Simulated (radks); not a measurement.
# Exchange and kinetic functionals tested on atomic densities: Sb, Cu, Re, Rh⁴⁺, Ga⁺, Mn

The task here is to estimate one member of a computed series from the others.

Program: radks (a radial shooting solver on a logarithmic mesh, Libxc functionals) version 1. Level of theory: non-relativistic Kohn-Sham, exchange-only B88, spin-polarised, spherical densities, point nucleus; open shells are filled with parallel spins first. These are calculated values, not measurements, unless marked.

## The system

```
species : Sb ([Kr] 4d10 5s2 5p3), Cu ([Ar] 3d10 4s1), Re ([Xe] 4f14 5d5 6s2), Rh⁴⁺ ([Kr] 4d5), Ga⁺ ([Ar] 3d10 4s2), Mn ([Ar] 3d5 4s2)
```

The first run:

Settings of this run:

```text
Z 51
configuration [Kr] 4d10 5s2 5p3
relativity non-relativistic
functional b88,
spin polarised
nucleus point
```

Among the steps run: Sb, [Kr] 4d10 5s2 5p3.

One of the session's tables, all rows but one given; the rest of the session is left out.

It belongs to the step «Sb, [Kr] 4d10 5s2 5p3». From the orbitals of this run (lengths in bohr):

```
  level     <r>  outermost maximum (interpolated)  90 % within  nodes
  4p up  0.8659                             0.774         1.27      2
4p down  0.8650                             0.774         1.27      2
  4d up       ?                                 ?            ?      ?
4d down   1.019                             0.843         1.57      1
  5s up   2.338                              1.99         3.45      4
5s down   2.309                              1.95         3.43      4
  5p up   2.945                              2.39         4.48      3
5p down   3.113                              2.35         4.92      3
```

Estimate the missing values for 4d up.

**Answer.** <r>: 1.027; outermost maximum (interpolated): 0.843; 90 % within: 1.59; nodes: 1. In the column «<r>» it lies between 4d down (1.019) and 5s down (2.309).
